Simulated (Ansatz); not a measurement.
# HfGe3 (AuCu3 type): how the settings move a single-point run

How sensitive is a single-point run of HfGe3 (AuCu3 type) to its settings? A reference run comes first, then four runs with altered input.

Program: Ansatz 0.2.0. Level of theory: reference: DFT PBE, scalar-relativistic, plane waves, PAW. These are calculated values, not measurements.

## Step 1: The structure to begin with

It takes space group Pm-3m (No. 221, cubic). Conventional cell: a = 4.189 Å, b = 4.189 Å, c = 4.189 Å, α = 90.00°, β = 90.00°, γ = 90.00°. Hf (site symmetry m-3m) has 12 Ge at 2.96 Å as nearest neighbours. Ge (site symmetry 4/mmm) has 4 Hf at 2.96 Å and 8 Ge at 2.96 Å as nearest neighbours.

As a file:

```cif
data_structure
_symmetry_space_group_name_H-M 'P 1'
_symmetry_Int_Tables_number 1
_cell_length_a 4.1894
_cell_length_b 4.1894
_cell_length_c 4.1894
_cell_angle_alpha 90.000
_cell_angle_beta 90.000
_cell_angle_gamma 90.000
_cell_volume 73.53
loop_
_atom_site_label
_atom_site_type_symbol
_atom_site_fract_x
_atom_site_fract_y
_atom_site_fract_z
_atom_site_occupancy
Hf1 Hf 0.00000 0.00000 0.00000 1
Ge1 Ge 0.00000 0.50000 0.50000 1
Ge2 Ge 0.50000 0.50000 0.00000 1
Ge3 Ge 0.50000 0.00000 0.50000 1
```

## Step 2: The reference run

input.yaml

```yaml
crystal:
  lattice:
    - [4.1893899931, 0.0, 0.0]
    - [0.0, 4.1893899931, 0.0]
    - [0.0, 0.0, 4.1893899931]
  atoms:
    - { symbol: Hf, position: [0.0, 0.0, 0.0] }
    - { symbol: Ge, position: [0.0, 0.5, 0.5] }
    - { symbol: Ge, position: [0.5, 0.5, 0.0] }
    - { symbol: Ge, position: [0.5, 0.0, 0.5] }
basis:
  ecutwfc: 420
  ecutrho_ratio: 4
kpoints:
  mp_grid: { grid: [8, 8, 8] }
hamiltonian:
  xc: pbe
scf:
  occupations: { method: gaussian, width: 0.05 }
output:
  forces: true
  stress: true
  eigenvalues: true
```

Launch:

```console
$ ansatz run input.yaml --threads 2 --pin off --max-ram 2662MiB --backend cpu --events-out ev --progress --plain --runs-dir out
```

## Step 3: Changing settings: scf.algorithm direct_min

Edit input.yaml of step 2 so:

```diff
@@ -19,2 +19,3 @@
   occupations: { method: gaussian, width: 0.05 }
+  algorithm: direct_min
 output:
@@ -22,2 +23 @@
   stress: true
-  eigenvalues: true
```

## Step 4: Variant: occupations.method methfessel_paxton, occupations.width 0.025

Edit input.yaml of step 2 so:

```diff
@@ -18,3 +18,3 @@
 scf:
-  occupations: { method: gaussian, width: 0.05 }
+  occupations: { method: methfessel_paxton, width: 0.025 }
 output:
@@ -22,2 +22,5 @@
   stress: true
-  eigenvalues: true
+  write_density: true
+  write_potential: true
+  elf: true
+  volumetric_format: npy
```

## Step 5: Variant: ecutwfc 14.7 Ry, occupations.width 0.15

Edit input.yaml of step 2 so:

```diff
@@ -11,3 +11,3 @@
 basis:
-  ecutwfc: 420
+  ecutwfc: "14.7 Ry"
   ecutrho_ratio: 4
@@ -18,3 +18,3 @@
 scf:
-  occupations: { method: gaussian, width: 0.05 }
+  occupations: { method: gaussian, width: 0.15 }
 output:
@@ -22,2 +22,5 @@
   stress: true
-  eigenvalues: true
+  write_density: true
+  write_potential: true
+  elf: true
+  volumetric_format: npy
```

## Step 6: Changing settings: mp_grid.grid [10, 10, 10], dispersion d4

Edit input.yaml of step 2 so:

```diff
@@ -14,5 +14,6 @@
 kpoints:
-  mp_grid: { grid: [8, 8, 8] }
+  mp_grid: { grid: [10, 10, 10] }
 hamiltonian:
   xc: pbe
+  dispersion: d4
 scf:
@@ -22,2 +23 @@
   stress: true
-  eigenvalues: true
```

**Question.** What will these runs give? Wanted: for each run, ending; energy change; pressure; gap; force.

As calculated:

```csv
run,ending,energy change,pressure (GPa),gap (eV),force (eV/Å),cycles,time
reference,converged,0,0.0,0.00,0.00,8,3.1 s
1: scf.algorithm direct_min,converged,0.0 meV/atom,0.0,0.00,0.00,7,12 s
"2: occupations.method methfessel_paxton, occupations.width 0.025",converged,0.0 meV/atom (σ→0),0.0,0.00,0.00,8,4.3 s
"3: ecutwfc 14.7 Ry, occupations.width 0.15",converged,+7.86 eV/atom (σ→0),-3.1,0.00,0.00,8,1.4 s
"4: mp_grid.grid [10, 10, 10], dispersion d4",converged,-348.6 meV/atom (offset of the dispersion model),-2.7,0.00,0.00,8,4.4 s
```

Times don't compare one to one where runs were asked for different outputs or read a saved state (see the inputs); cycles may leave out searches for a lower state.

Residual by cycle in the longest SCF loop of each run; runs are numbered as in the table. The quantity is the density residual dr2, in eV.

```csv
cycle,reference,run 1,run 2,run 3,run 4
1,0.00523,0.00523,0.00486,0.959,0.0126
2,0.00247,6.3e-4,0.00157,0.0679,0.00288
3,1.1e-4,1.3e-4,9.2e-5,0.0812,2.3e-4
4,3.6e-5,7.1e-6,6.9e-6,0.00844,7.2e-5
5,3.7e-6,5.7e-7,1.6e-6,8.2e-4,4.5e-6
6,3.1e-7,4.2e-8,9.1e-8,2.1e-5,9.5e-7
7,1.5e-7,6.1e-9,1.2e-8,2.1e-6,9.2e-8
8,7.4e-9,-,1.2e-9,9.3e-8,6.8e-9
```

What this shows: Run 3 ran under the cutoff that the potentials recommend, as the log warns, so basis error is mixed into its values.
